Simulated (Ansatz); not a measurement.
# GaCl2 (doublet): from Hartree-Fock to the top rungs, cc-pVDZ

Aim: climb from Hartree-Fock through coupled cluster and multireference methods for GaCl2 (doublet) at one geometry and basis, and see what each rung misses.

Program: Ansatz 0.2.0, Gaussian basis. Level of theory: cc-pVDZ, core rule «outside noble gas», up to 24 orbitals frozen. These are calculated values, not measurements.

To be run: UHF; CCSD(T) on ROHF; CCSD(T) on UHF; BCCD(T) on ROHF; CISD; CCSDT(Q) on ROHF; CCSDT(Q) on UHF; CASSCF and MRCISD+Q, 13 electrons in 10 orbitals; CASSCF and NEVPT2, 13 electrons in 10 orbitals.

53 further runs of the same task are left out: 7 for a known fault of the program, 38 that didn't finish, 8 set aside as unsound or not needed.

## Step 1: The geometry

The geometry is a PBE0/def2-TZVP stationary point (not a proven minimum) of the parent state, kept for this charge and spin. No spin-orbit coupling is included. The filled d shell of Ga may be among the frozen orbitals whatever the setting's name suggests; the logs give the count.

3 atoms, charge 0, spin multiplicity 2.

Atoms are counted from 1 here; the program's logs count them from 0.

Bond lengths: Cl1–Ga2 2.397 Å, Ga2–Cl3 2.397 Å. Angles: Cl1–Ga2–Cl3 180.0°.

## Step 2: UHF

Contents of in.yaml:

```yaml
crystal:
  periodic: [false, false, false]
  atoms:
    - {symbol: Cl, position_ang: [0.000000, 0.000000, 2.396900]}
    - {symbol: Ga, position_ang: [0.000000, 0.000000, 0.000000]}
    - {symbol: Cl, position_ang: [0.000000, 0.000000, -2.396900]}
basis:
  gaussian: {orbitals: cc-pVDZ}
magnetization: {spin_polarized: true, initial_magnetization: 1}
hamiltonian: {xc: hf}
output: {orbitals: {seedname: orbitals}}
```

Run with:

```bash
$ ansatz run in.yaml --threads 1 --pin off --events-out ev --progress --plain --max-ram 2393MiB
```

After this run come: CCSD(T) on ROHF; CCSD(T) on UHF; BCCD(T) on ROHF; CISD; CCSDT(Q) on ROHF; CCSDT(Q) on UHF; CASSCF and MRCISD+Q, 13 electrons in 10 orbitals; CASSCF and NEVPT2, 13 electrons in 10 orbitals.

Before running them: what should the planned runs give, taken together? Wanted: UCCSDT(Q) below the RHF energy; RMP2 from UCCSDT(Q); UMP2 from UCCSDT(Q); RCCSD from UCCSDT(Q); RCCSD(T) from UCCSDT(Q); UCCSD(T) from UCCSDT(Q); RCCSDT(Q) from UCCSDT(Q); NEVPT2 valence from UCCSDT(Q); MRCISD+Q valence from UCCSDT(Q).

The runs gave:

```
                         quantity                      value
   UCCSDT(Q) below the RHF energy                 -9.7337 eV
              RMP2 from UCCSDT(Q)                +1081.3 meV
              UMP2 from UCCSDT(Q)                +1126.7 meV
             RCCSD from UCCSDT(Q)                 +316.2 meV
          RCCSD(T) from UCCSDT(Q)                  +57.9 meV
          UCCSD(T) from UCCSDT(Q)                  +60.7 meV
         RCCSDT(Q) from UCCSDT(Q)                   +5.4 meV
    NEVPT2 valence from UCCSDT(Q)                +1359.0 meV
  MRCISD+Q valence from UCCSDT(Q)                  +75.3 meV
levels within 1 kcal/mol (43 meV)  RCCSDT, UCCSDT, RCCSDT(Q)
                    T1 diagnostic                      0.023
   effectively unpaired electrons                       1.02
```

RCCSD(T) misses by +57.9 meV, 0.6 % of the correlation energy. One determinant dominates. Of the multireference levels listed MRCISD+Q valence comes nearest in total energy (+75.3 meV), which doesn't show that its space is the better one. These misses are within one basis, not against nature; the frozen cores of restricted and unrestricted runs differ, which can shift their rows.
